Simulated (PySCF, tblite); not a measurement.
# CH₂BNO₂, a small molecule taken as a stand-in for a surface group (boron hydroxide): NMR shifts, core binding energies and electronic excitations

Aim: the NMR shifts, core binding energies and electronic excitations of `N#CB(O)O`.

Computed with tblite 0.8.0 and PySCF 2.14.0; each step states its level. No surroundings beyond the atoms listed, unless a continuum is named. Atoms count from 0, parts from 1.

## (1) Starting point

7 atoms, charge 0, multiplicity 1; geometry: distance geometry start.

## (2) Relaxing the cluster with GFN2-xTB

Job settings and geometry (Å):

```
{"job": {"kind": "relax", "xc": "GFN2-xTB", "basis": "xTB"}, "charge": 0, "multiplicity": 1}
O     -0.423152     1.389155    -0.341109
B     -0.123262    -0.033524    -0.141106
O     -1.163920    -1.079433    -0.403185
C      1.354955    -0.420699    -0.015634
N      2.474165    -0.696399     0.094630
H     -0.255851     1.796885     0.549761
H     -1.863965    -0.925914     0.297454
```

With the program's defaults for keys left out, this is: GFN2-xTB geometry optimisation, gas phase.

On the command line:

```sh
$ OMP_NUM_THREADS=1 python cluster_run.py task.json out
```

One launch serves the whole session: the jobs run in the order shown.

The program printed:

```text
step      E/eV     max force
  0    -419.80156    3.862
  1    -420.20215    4.793
  2    -420.03572    6.005
  3    -420.53482    1.043
  4    -420.59228    0.890
  5    -420.72240    1.849
  6    -420.82513    1.732
  7    -420.93516    1.688
  8    -421.03801    0.949
  9    -421.07302    0.779
 10    -421.11467    0.803
 11    -421.14544    0.862
 12    -421.18480    0.577
 13    -421.19558    0.489
 14    -421.21006    0.606
 15    -421.22517    0.776
 16    -421.23319    0.470
 17    -421.23620    0.195
 18    -421.23765    0.161
 19    -421.23929    0.130
 20    -421.24114    0.112
 21    -421.24246    0.114
 22    -421.24332    0.094
 23    -421.24407    0.092
 24    -421.24485    0.077
 25    -421.24544    0.074
 26    -421.24580    0.066
 27    -421.24610    0.056
 28    -421.24646    0.048
 29    -421.24680    0.049
 30    -421.24698    0.032
 31    -421.24705    0.036
 32    -421.24710    0.023
 33    -421.24717    0.022
 34    -421.24728    0.026
 35    -421.24735    0.028
 36    -421.24741    0.027
 37    -421.24748    0.023
 38    -421.24757    0.023
 39    -421.24764    0.014
 40    -421.24766    0.005
```

Run time: 0.37 s. Hardware: 1 thread of Arm Neoverse V1, shared host.

Relaxation path: (not every step is listed) (the energy doesn't fall at every step)

| step | energy from step 0 (eV) | largest force (eV/Å) |
| --- | --- | --- |
| 0 | 0.0000 | 3.8628 |
| 1 | -0.4006 | 4.7934 |
| 2 | -0.2342 | 6.0052 |
| 3 | -0.7333 | 1.0423 |
| 4 | -0.7907 | 0.8906 |
| 5 | -0.9208 | 1.8488 |
| 6 | -1.0236 | 1.7324 |
| 7 | -1.1336 | 1.6885 |
| 8 | -1.2364 | 0.9490 |
| 10 | -1.3131 | 0.8025 |
| 12 | -1.3832 | 0.5770 |
| 14 | -1.4085 | 0.6054 |
| 16 | -1.4316 | 0.4700 |
| 18 | -1.4361 | 0.1615 |
| 20 | -1.4396 | 0.1121 |
| 22 | -1.4418 | 0.0944 |
| 24 | -1.4433 | 0.0763 |
| 26 | -1.4442 | 0.0664 |
| 28 | -1.4449 | 0.0485 |
| 30 | -1.4454 | 0.0322 |
| 32 | -1.4455 | 0.0226 |
| 34 | -1.4457 | 0.0256 |
| 35 | -1.4458 | 0.0279 |
| 36 | -1.4459 | 0.0267 |
| 37 | -1.4459 | 0.0234 |
| 38 | -1.4460 | 0.0221 |
| 39 | -1.4461 | 0.0135 |
| 40 | -1.4461 | 0.0054 |

Distances of close pairs at the start and the end, largest changes first:

| bond | before (Å) | after (Å) | change (Å) |
| --- | --- | --- | --- |
| B1–O2 | 1.499 | 1.339 | -0.159 |
| O0–B1 | 1.468 | 1.355 | -0.112 |
| O2–H6 | 1.002 | 0.958 | -0.044 |
| O0–H5 | 0.994 | 0.955 | -0.039 |
| B1–C3 | 1.533 | 1.553 | +0.020 |
| C3–N4 | 1.158 | 1.146 | -0.012 |

## (3) Relaxing the molecule at PBE0-D3(BJ)/def2-SVP

Job settings and geometry (Å):

```
{"job": {"xc": "PBE0", "basis": "def2-SVP", "d3": "d3bj", "grid": 2, "kind": "geom", "shake": 0.01}, "charge": 0, "multiplicity": 1}
O     -0.612482     1.154412     0.113772
B     -0.184344    -0.095604    -0.015283
O     -1.063497    -1.108108    -0.151009
C      1.372989    -0.414832    -0.014059
N      2.468804    -0.603826    -0.013008
H      0.006301     1.885660     0.195899
H     -1.957153    -0.851705    -0.139161
```

The program printed:

```text
step   0  E = -268.95173316  max force = 0.143794
step   1  E = -268.95998328  max force = 0.009089
step   2  E = -268.96008359  max force = 0.003602
step   3  E = -268.96013934  max force = 0.001636
step   4  E = -268.96015108  max force = 0.000325
optimisation converged
```

It took 13 s on 1 thread of Arm Neoverse V1, shared host; peak memory 0.41 GiB.

Relaxation path:

| step | energy from step 0 (eV) | largest force component (eV/Å) |
| --- | --- | --- |
| 0 | 0.0000 | 7.3942 |
| 1 | -0.2245 | 0.4674 |
| 2 | -0.2272 | 0.1852 |
| 3 | -0.2287 | 0.0841 |
| 4 | -0.2291 | 0.0167 |

Close pairs (by a distance rule), those that changed most:

| bond | before (Å) | after (Å) | change (Å) |
| --- | --- | --- | --- |
| C3–N4 | 1.112 | 1.158 | +0.046 |
| O2–H6 | 0.930 | 0.965 | +0.035 |
| B1–C3 | 1.590 | 1.564 | -0.026 |
| O0–B1 | 1.328 | 1.353 | +0.026 |
| B1–O2 | 1.348 | 1.344 | -0.004 |
| O0–H5 | 0.961 | 0.962 | +0.001 |

The next job starts from the end point, and lists it.

| at the end point | value |
| --- | --- |
| point group (found at 0.08 Å tolerance) | Cs |
| rotational constants (GHz, main isotopes) | 10.252, 3.795, 2.770 |
| dipole moment (D) | 3.73 |

## (4) NMR shieldings: PBE0/pcSseg-2

Job settings and geometry (Å):

```
{"job": {"kind": "nmr", "xc": "PBE0", "basis": "pcSseg-2"}, "charge": 0, "multiplicity": 1}
O     -0.634235     1.183588     0.109874
B     -0.194749    -0.088990    -0.027380
O     -1.049197    -1.117763    -0.159102
C      1.336982    -0.402886    -0.036035
N      2.480931    -0.585627    -0.035626
H      0.066697     1.837143     0.196278
H     -1.970119    -0.831351    -0.142918
```

With the program's defaults for keys left out, this is: GIAO PBE0/pcSseg-2 NMR shielding, non-relativistic, gas phase.

The program printed:

```text
coarse grid: 6648 points
cycle   1  E = -269.1317179378  dE =  6.890e-01  |g| = 8.851e-01  |ddm| = 1.899e+00
cycle   2  E = -268.9130711587  dE =  2.186e-01  |g| = 1.401e+00  |ddm| = 9.545e-01
cycle   3  E = -269.2600249030  dE = -3.470e-01  |g| = 2.372e-01  |ddm| = 6.364e-01
cycle   4  E = -269.2699801148  dE = -9.955e-03  |g| = 9.978e-02  |ddm| = 1.407e-01
cycle   5  E = -269.2720754004  dE = -2.095e-03  |g| = 1.354e-02  |ddm| = 4.994e-02
cycle   6  E = -269.2721163489  dE = -4.095e-05  |g| = 1.772e-03  |ddm| = 1.123e-02
cycle   7  E = -269.2721169303  dE = -5.814e-07  |g| = 4.398e-04  |ddm| = 1.287e-03
final grid: 66568 points
cycle   8  E = -269.2704896483  dE = -7.589e-05  |g| = 5.335e-03  |ddm| = 3.195e-02
cycle   9  E = -269.2704852861  dE =  4.362e-06  |g| = 7.331e-03  |ddm| = 6.130e-03
cycle  10  E = -269.2704947644  dE = -9.478e-06  |g| = 1.039e-03  |ddm| = 3.369e-03
cycle  11  E = -269.2704948805  dE = -1.160e-07  |g| = 7.558e-04  |ddm| = 7.854e-04
cycle  12  E = -269.2704949968  dE = -1.163e-07  |g| = 1.449e-04  |ddm| = 3.657e-04
cycle  13  E = -269.2704950011  dE = -4.370e-09  |g| = 1.496e-05  |ddm| = 9.719e-05
cycle  14  E = -269.2704950012  dE = -2.740e-11  |g| = 9.651e-06  |ddm| = 1.082e-05
converged SCF energy = -269.2704950012

GIAO shielding tensors (ppm)
atom      isotropic    diamagn.    paramagn.     s11        s22        s33       span
  0 O      194.429     386.972    -192.544     57.952    260.217    265.116    207.165
  1 B       82.222     195.718    -113.496     55.783     94.828     96.055     40.272
  2 O      207.080     384.431    -177.351     88.856    251.918    280.465    191.609
  3 C       56.023     266.315    -210.292    -65.141    -55.585    288.795    353.936
  4 N      -85.636     331.465    -417.101   -295.855   -254.713    293.661    589.515
  5 H       26.728      31.113      -4.385     21.400     23.639     35.145     13.745
  6 H       27.161      30.031      -2.870     21.628     23.504     36.350     14.722
```

It took 18 s on 1 thread of Arm Neoverse V1, shared host; peak memory 0.77 GiB.

The references, computed at this level on geometries of the same kind, shield at (ppm): ¹H TMS 31.25, ¹³C TMS 184.1, ¹⁵N NH3 261.7, ¹⁷O H2O 328.2, ¹¹B BF3·OEt2 99.1. Their shielding less the atom's gives the shift. The references are single molecules in the gas phase, so shifts against H2O, NH3, PH3, H3PO4 or CFCl3 are not on the usual liquid scales and can be off by tens of ppm.

| atoms | environment | σ (ppm) | δ (ppm) |
| --- | --- | --- | --- |
| C3 | carbon bonded to B, N | 56.0 | 128.1 |
| H5 | hydrogen on an oxygen bonded to B | 26.73 | 4.52 |
| H6 | hydrogen on an oxygen bonded to B | 27.16 | 4.08 |
| O0 | oxygen bonded to B, H | 194.4 | 133.7 |
| O2 | oxygen bonded to B, H | 207.1 | 121.1 |
| B1 | boron bonded to C, 2 O | 82.2 | 16.8 |
| N4 | nitrogen bonded to C | -85.6 | 347.3 |

Charges from the same density, by scheme (e):

| atoms | Mulliken | IAO | Hirshfeld | ESP fit |
| --- | --- | --- | --- | --- |
| O0 | -0.40 | -0.55 | -0.24 | -0.62 |
| B1 | 0.57 | 0.51 | 0.29 | 0.56 |
| O2 | -0.39 | -0.54 | -0.24 | -0.62 |
| C3 | -0.10 | -0.01 | 0.00 | 0.20 |
| N4 | -0.15 | -0.19 | -0.20 | -0.39 |

Mayer bond orders: O0–B1 1.22, B1–O2 1.28, B1–C3 0.92, C3–N4 2.99.

Orbitals, density, ELF and potential are computed afterwards from the orbital file.

Frontier orbitals at PBE0/pcSseg-2, with the share of their density that lies nearest to each atom:

| orbital | energy (eV) | lies on |
| --- | --- | --- |
| HOMO | -10.03 | N4 53 %; C3 39 % |
| LUMO | -1.23 | B1 32 %; N4 28 %; C3 24 % |

ELF in a plane through or near 7 of the atoms.

Ten even steps from '0' (0.00) to '9' (0.99):
```
0000000000000000000000000000
0000000000000000000000000000
0000000000000000000000000000
0000000000000100000000000000
0000000000026742111000000000
0000000000059986664100000000
0000000000039997887300000000
0000000010004654787200000000
0000233455422488751000000000
0004677677687132210000000000
0016898684259272655883000000
0028997745449537779996100000
0017899777664147438872000000
0004688665530047997310000000
0000244332210026875100000000
0000000000000002441000000000
0000000000000000000000000000
0000000000000000000000000000
0000000000000000000000000000
0000000000000000000000000000
```
The map spans 10.1 Å across and 8.9 Å up, centred on the molecule. Atoms in the plane (x, y in Å): O0 (0.6, 1.2), B1 (0.2, -0.1), O2 (1.1, -1.1), C3 (-1.3, -0.5), N4 (-2.5, -0.7), H5 (-0.1, 1.8), H6 (2.0, -0.8).

log10 of the density (e/Å³) in the same plane.

Values, 10 rows by 14 columns:
```
-4.0 -4.0 -4.0 -4.0 -4.0 -4.0 -4.0 -4.0 -4.0 -4.0 -4.0 -4.0 -4.0 -4.0
-4.0 -4.0 -4.0 -4.0 -4.0 -4.0 -3.3 -3.2 -3.4 -3.8 -4.0 -4.0 -4.0 -4.0
-4.0 -4.0 -4.0 -4.0 -3.7 -2.4 -1.4 -1.1 -1.4 -2.1 -3.0 -4.0 -4.0 -4.0
-4.0 -4.0 -3.4 -2.9 -2.6 -1.8 -0.4  0.4  0.3 -1.0 -2.3 -3.6 -4.0 -4.0
-4.0 -2.9 -2.0 -1.3 -1.0 -0.8 -0.6  0.3  0.2 -1.0 -2.2 -3.2 -4.0 -4.0
-3.5 -2.2 -1.0  0.1  0.4  0.9  0.1  1.5  0.0 -0.4 -1.0 -2.3 -3.7 -4.0
-3.5 -2.3 -1.0  0.0  0.1 -0.3 -0.7 -0.3  1.6  0.3 -0.8 -2.2 -3.7 -4.0
-4.0 -3.0 -2.1 -1.5 -1.4 -1.7 -2.0 -1.4 -0.7 -1.0 -2.0 -3.1 -4.0 -4.0
-4.0 -4.0 -3.4 -3.0 -2.9 -3.1 -3.2 -2.7 -2.4 -2.5 -3.2 -4.0 -4.0 -4.0
-4.0 -4.0 -4.0 -4.0 -4.0 -4.0 -4.0 -4.0 -3.7 -3.8 -4.0 -4.0 -4.0 -4.0
```
The map spans 10.1 Å across and 8.9 Å up, centred on the molecule. Atoms in the plane (x, y in Å): O0 (0.6, 1.2), B1 (0.2, -0.1), O2 (1.1, -1.1), C3 (-1.3, -0.5), N4 (-2.5, -0.7), H5 (-0.1, 1.8), H6 (2.0, -0.8).

On the surface of density 0.002 e/bohr³ the electrostatic potential runs, from the 1st to the 99th percentile, from -1.59 V near N4 to 3.15 V near H5.

[end of part 1 of 2]
